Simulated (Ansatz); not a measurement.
# AlBrH2O: single points off equilibrium

An exercise on one series of results from a longer session: the logs are not shown, and one member is left open.

Method: single points in def2-TZVPP; program: Ansatz 0.2.0, Gaussian basis.

Correlated methods freeze the cores. Filled d shells of the heavier atoms are correlated. B3LYP uses VWN-RPA correlation.

### Starting geometry

5 atoms, charge 0, spin multiplicity 1.

Atoms are counted from 1 here; the program's logs count them from 0.

Bond lengths: Al1–Br2 2.916 Å, Al1–O4 1.599 Å, O4–H5 0.976 Å. Angles: Br2–Al1–O4 176.4°, Al1–O4–H5 175.5°.

Geometry (Å):

```xyz
5

Al   -0.24730   -0.17040   -0.07030
Br    1.62060   -1.86740   -1.53080
H     1.88930   -0.27070   -0.23490
O    -1.26630    0.82510    0.65500
H    -1.82830    1.46160    1.13710
```

The first run:

run/in.yaml

```yaml
crystal:
  periodic: [false, false, false]
  atoms:
    - {symbol: Al, position_ang: [-0.247300, -0.170400, -0.070300]}
    - {symbol: Br, position_ang: [1.620600, -1.867400, -1.530800]}
    - {symbol: H, position_ang: [1.889300, -0.270700, -0.234900]}
    - {symbol: O, position_ang: [-1.266300, 0.825100, 0.655000]}
    - {symbol: H, position_ang: [-1.828300, 1.461600, 1.137100]}
basis:
  gaussian: {orbitals: def2-TZVPP}
correlation: {method: ccsd_t}
output: {forces: true}
```

The command line of these runs was not kept.

Among the steps run: CCSD(T)/def2-TZVPP; PBE0-D4/def2-TZVPP; wB97M-V/def2-TZVPP; r2SCAN-D4/def2-TZVPP; PBE-D4/def2-TZVPP; B3LYP-D4/def2-TZVPP; BHLYP-D4/def2-TZVPP.

One table of the session follows, with a row left open; its other results are not shown here.

```
   method  RMS force component (eV/Å)  angle to CCSD(T) forces (°)  dipole (D)
  CCSD(T)                       1.406                    reference        4.78
  PBE0-D4                       1.360                          4.5        4.76
  wB97M-V                       1.404                          4.8        4.89
r2SCAN-D4                       1.360                          4.0        4.75
   PBE-D4                       1.338                          6.8        4.39
 B3LYP-D4                       1.320                          4.8        4.64
 BHLYP-D4                           ?                            ?           ?
```

Estimate the missing values for BHLYP-D4.

The run gave: RMS force component (eV/Å): 1.383; angle to CCSD(T) forces (°): 11.0; dipole (D): 5.05. In the column «RMS force component (eV/Å)» it lies between r2SCAN-D4 (1.360) and wB97M-V (1.404).
